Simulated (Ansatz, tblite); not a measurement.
# Sn9H16 ring disc (SiSn₈H₁₆): a ladder of methods and basis sets

The task here is to estimate one member of a computed series from the others.

Method: as each input shows; program: Ansatz 0.2.0, Gaussian basis.

The runs, in order: GFN1-xTB, GFN2-xTB, PBE-D4/def2-SVP, r2SCAN-D4/def2-SVP, MP2/def2-SVP, RPA/def2-SVP.

9 further runs of the same task are left out: 7 that didn't finish, 2 set aside as unsound or not needed. Runs told in other sessions of the task aren't counted.

**The geometry**

The geometry is that of the singlet, from an earlier relaxation (PBE-D4/def2-SVP).

25 atoms, charge 0, spin multiplicity 1.

Bond lengths: Si1–Sn5 2.595 Å, Si1–Sn6 2.595 Å, Si1–Sn7 2.596 Å, Si1–H10 1.514 Å, Sn2–Sn6 2.809 Å, Sn2–Sn8 2.810 Å, Sn2–H11 1.733 Å, Sn2–H12 1.736 Å, Sn3–Sn5 2.809 Å, Sn3–Sn9 2.810 Å, Sn3–H13 1.736 Å, Sn3–H14 1.733 Å, Sn4–Sn7 2.815 Å, Sn4–Sn8 2.815 Å, Sn4–Sn9 2.815 Å, Sn4–H15 1.742 Å, Sn5–H16 1.736 Å, Sn5–H17 1.736 Å and more. Angles: Sn5–Si1–Sn6 112.3°, Sn5–Si1–Sn7 111.1°, Sn5–Si1–H10 107.0°, Sn6–Si1–Sn7 111.2°, Sn6–Si1–H10 107.0°, Sn7–Si1–H10 107.8°, Sn6–Sn2–Sn8 110.2°, Sn6–Sn2–H11 109.5°, Sn6–Sn2–H12 109.7°, Sn8–Sn2–H11 109.2°, Sn8–Sn2–H12 110.9°, H11–Sn2–H12 107.3°, Sn5–Sn3–Sn9 110.1°, Sn5–Sn3–H13 109.8°, Sn5–Sn3–H14 109.5°, Sn9–Sn3–H13 110.9°, Sn9–Sn3–H14 109.1°, H13–Sn3–H14 107.3° and more.

Sn takes a core potential in the def2 sets. No spin-orbit coupling is included.

PBE0-D4/def2-SVP was run before; its log isn't repeated, and its numbers join the tables.

The first run:

Tight binding, by tblite at 300 K electronic temperature and without a spin-polarisation term:

```python
tblite.interface.Calculator('GFN1-xTB', numbers, positions, charge=0, uhf=0).singlepoint()
```

Tight binding, by tblite at 300 K electronic temperature and without a spin-polarisation term:

```python
tblite.interface.Calculator('GFN2-xTB', numbers, positions, charge=0, uhf=0).singlepoint()
```

start.molden holds the orbitals of an earlier run on this state, given as this run's starting guess.

Input file in.yaml:

```yaml
crystal:
  periodic: [false, false, false]
  atoms:
    - {symbol: Si, position_ang: [-1.543608, -1.546168, 1.249327]}
    - {symbol: Sn, position_ang: [1.739131, -1.742505, -1.827381]}
    - {symbol: Sn, position_ang: [-1.745659, 1.733210, -1.829335]}
    - {symbol: Sn, position_ang: [1.598569, 1.606128, 1.313443]}
    - {symbol: Sn, position_ang: [-3.128861, -0.083637, -0.193180]}
    - {symbol: Sn, position_ang: [-0.077542, -3.128212, -0.193135]}
    - {symbol: Sn, position_ang: [-0.083023, -0.079361, 2.815289]}
    - {symbol: Sn, position_ang: [3.289393, 0.015895, -0.278346]}
    - {symbol: Sn, position_ang: [0.004089, 3.292037, -0.279340]}
    - {symbol: H, position_ang: [-2.419784, -2.423549, 2.118910]}
    - {symbol: H, position_ang: [0.867955, -0.835992, -3.020059]}
    - {symbol: H, position_ang: [2.746647, -2.875317, -2.673566]}
    - {symbol: H, position_ang: [-2.878168, 2.736137, -2.681176]}
    - {symbol: H, position_ang: [-0.831161, 0.863186, -3.016781]}
    - {symbol: H, position_ang: [2.560864, 2.568695, 2.400476]}
    - {symbol: H, position_ang: [-4.146947, -1.110648, -1.153188]}
    - {symbol: H, position_ang: [-4.159540, 0.819576, 0.872075]}
    - {symbol: H, position_ang: [-1.103514, -4.144909, -1.155833]}
    - {symbol: H, position_ang: [0.823859, -4.160469, 0.872050]}
    - {symbol: H, position_ang: [0.867587, -1.107341, 3.841838]}
    - {symbol: H, position_ang: [-1.115387, 0.870123, 3.838591]}
    - {symbol: H, position_ang: [4.327147, -0.916244, 0.755631]}
    - {symbol: H, position_ang: [4.309898, 1.004731, -1.276410]}
    - {symbol: H, position_ang: [-0.930964, 4.327960, 0.753623]}
    - {symbol: H, position_ang: [0.991220, 4.314174, -1.277425]}
basis:
  gaussian: {orbitals: def2-SVP, initial_orbitals: start.molden}
hamiltonian: {xc: pbe, dispersion: d4}
scf: {omitted_lower_state_checks: [starts]}
output: {orbitals: {seedname: orbitals}}
```

Command:

```sh
ansatz run in.yaml --threads 4 --pin off --events-out ev --progress --plain --max-ram 6963MiB
```

Among the steps run: PBE-D4/def2-SVP; r2SCAN-D4/def2-SVP; MP2/def2-SVP; RPA/def2-SVP.

One of the session's tables, all rows but one given; the rest of the session is left out.

It belongs to the step «Binding energy». 

```
             level  binding an atom (eV)
       HF/def2-SVP                 1.676
   PBE-D4/def2-SVP                 2.428
r2SCAN-D4/def2-SVP                 2.439
  PBE0-D4/def2-SVP                 2.426
      MP2/def2-SVP                     ?
```

**Question.** Estimate the row for MP2/def2-SVP.

As computed: binding an atom (eV): 2.235. In the column «binding an atom (eV)» it lies between HF/def2-SVP (1.676) and PBE0-D4/def2-SVP (2.426).

Limits of these values: Free atoms were run apart at each level; binding is atoms less cluster, divided by the number of atoms, without zero-point or spin-orbit terms.
